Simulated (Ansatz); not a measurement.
**SiNH4 (SMILES [NH][SiH3]) at UB3LYP/def2-TZVP**

What is the electronic atomisation energy of SiNH4 at UB3LYP/def2-TZVP? 

The results are computed with Ansatz 0.2.0.

43 further runs of the same task are left out: 43 set aside as unsound or not needed.

## (1) The system as given

The species is SiNH4 (6 atoms), meant as a doublet with charge 0. SMILES: `[NH][SiH3]`. Geometry: relaxed at PBE0-D4/def2-TZVP.

Bond lengths: N1–Si2 1.753 Å, N1–H3 1.023 Å, Si2–H4 1.491 Å, Si2–H5 1.491 Å, Si2–H6 1.481 Å. Angles: N1–Si2–H4 110.8°, N1–Si2–H5 109.1°, N1–Si2–H6 109.3°, Si2–N1–H3 111.9°, H4–Si2–H5 108.6°, H4–Si2–H6 109.5°, H5–Si2–H6 109.5°.

## (2) A single-point energy at UB3LYP/def2-TZVP

File job.yaml:

```yaml
basis:
  gaussian:
    orbitals: def2-TZVP
crystal:
  periodic: [false, false, false]
  atoms:
    - {symbol: "N", position_ang: [0.592100, -0.835200, 0.909500]}
    - {symbol: Si, position_ang: [-0.203700, 0.347600, -0.110000]}
    - {symbol: H, position_ang: [0.922800, -1.640700, 0.372700]}
    - {symbol: H, position_ang: [-1.310600, -0.282300, -0.885500]}
    - {symbol: H, position_ang: [0.789500, 0.911800, -1.068900]}
    - {symbol: H, position_ang: [-0.748100, 1.434800, 0.736200]}
magnetization:
  spin_polarized: true
  initial_magnetization: 1
hamiltonian:
  xc: {name: B3LYP}
accuracy: high
output: {orbitals: {seedname: orbitals}}
```

Run with:

```sh
$ ansatz run job.yaml --threads 1 --pin off --max-ram 3480MiB --events-out events.jsonl --progress --plain --runs-dir runs
```

The log of the run:

```text
Warning: RAYON_NUM_THREADS=1 ignored (pool sized by the plan → 1); use --threads N
Functional definition: B3LYP
  name "B3LYP"
  parameter a0 = 0.2
  parameter ax = 0.72
  parameter ac = 0.81
  exchange = (1 - a0 - ax)*slater_x + ax*b88_x + a0*exact_x
  correlation = (1 - ac)*vwn_rpa_c + ac*lyp_c
1669 factors; integrals over basis functions are off by at most 3.6e-9 eV
mean field evaluation 1: about -9426.9383 eV, gradient 3.6e1 eV
mean field evaluation 2: about -9411.8753 eV, gradient 6.3e1 eV
mean field evaluation 4: about -9432.6615 eV, gradient 1.8e0 eV
mean field evaluation 8: about -9432.6965 eV, gradient 1.3e-1 eV
mean field evaluation 16: about -9432.6967 eV, gradient 6.3e-5 eV
mean field evaluation 32: about -9432.5459 eV, gradient 1.8e0 eV
mean field -9432.69673878 eV, -346.6452114385 hartree, gradient 3.4e-8 eV, S^2 0.753721; 2 other end points of the search recorded, 0 dependent functions left out
reference -9432.69677721 eV, -346.6452128510 hartree; 13, 12 occupied and 79, 80 virtual orbitals, 1669 factors
Total energy: -9432.69677721 eV, -346.6452128510 hartree
```

Wall time 8.1 s (1 thread of Arm Neoverse V2, shared host); peak memory 0.3 GiB.

## (3) The H atom at the same level

File run.yaml:

```yaml
crystal:
  periodic: [false, false, false]
  atoms:
    - {symbol: H, position_ang: [0.000000, 0.000000, 0.000000]}
basis:
  gaussian: {orbitals: def2-TZVP}
magnetization: {spin_polarized: true, initial_magnetization: 1}
hamiltonian: {xc: {name: B3LYP}}
accuracy: high
```

Run the same way, it converges to -0.50215 Eh (log not shown).

## (4) The N atom

File molecule.yaml:

```yaml
basis:
  gaussian:
    orbitals: def2-TZVP
crystal:
  periodic: [false, false, false]
  atoms:
    - {symbol: "N", position_ang: [0.000000, 0.000000, 0.000000]}
total_charge: 0
magnetization:
  spin_polarized: true
  initial_magnetization: 3
hamiltonian:
  xc: {name: B3LYP}
accuracy: high
```

Run the same way, it converges to -54.60398 Eh (log not shown).

## (5) The Si atom

File input.yaml:

```yaml
crystal:
  periodic: [false, false, false]
  atoms:
    - {symbol: Si, position_ang: [0.000000, 0.000000, 0.000000]}
basis:
  gaussian:
    orbitals: def2-TZVP
magnetization:
  spin_polarized: true
  initial_magnetization: 2
hamiltonian:
  xc: {name: B3LYP}
accuracy: high
```

Run the same way, it converges to -289.39206 Eh (log not shown).

## (6) What came out

At UB3LYP/def2-TZVP:

```
                                    quantity          value
                      molecule: total energy  -346.64521 Eh
molecule: HOMO energy (highest over α and β)       -7.79 eV
 molecule: LUMO energy (lowest over α and β)       -3.89 eV
                              molecule: ⟨S²⟩          0.754
                        H atom: total energy    -0.50215 Eh
                                H atom: ⟨S²⟩          0.750
                        N atom: total energy   -54.60398 Eh
                                N atom: ⟨S²⟩          3.754
                       Si atom: total energy  -289.39206 Eh
                               Si atom: ⟨S²⟩          2.004
               electronic atomisation energy      17.431 eV
```

Taking the molecule apart into free atoms costs 17.43 eV (1682 kJ/mol), before zero-point energy and without spin-orbit coupling.
